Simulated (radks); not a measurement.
**Al in [Ne] 3s1 3p2: an all-electron calculation**

An exercise on one series of results from a longer session: the logs are not shown, and one member is left open.

The numbers are computed with radks (a radial shooting solver on a logarithmic mesh, Libxc functionals) version 1 (non-relativistic Kohn-Sham, PBEsol, spin-unpolarised, spherical densities, point nucleus), except any that are marked as measured or tabulated.

**What is computed**

```
element       : aluminium (Z = 13)
charge        : 0
electrons     : 13
configuration : [Ne] 3s1 3p2
```

Outer shells as boxes (Hund's rule):

Al
```
[Ne] core
3s [↑ ]
3p [↑ ][↑ ][  ]
```

Set-up of the first run:

The run's settings:

```text
Z 13
configuration [Ne] 3s1 3p2
relativity non-relativistic
functional pbe_sol,pbe_sol
spin unpolarised
nucleus point
```

One of the session's tables, all rows but one given; the rest of the session is left out.

It belongs to the step «Radial structure». Radial moments (bohr):

```
level     <r>  outermost maximum (interpolated)  90 % within  nodes
   1s       ?                                 ?            ?      ?
   2s  0.6285                             0.499        0.994      1
   2p  0.6036                             0.429         1.02      0
   3s   2.506                              2.06         3.83      2
   3p   3.283                              2.58         5.18      1
```

Estimate the missing values for 1s.

The run gave: <r>: 0.1207; outermost maximum (interpolated): 0.0788; 90 % within: 0.216; nodes: 0. In the column «<r>» it is the lowest.
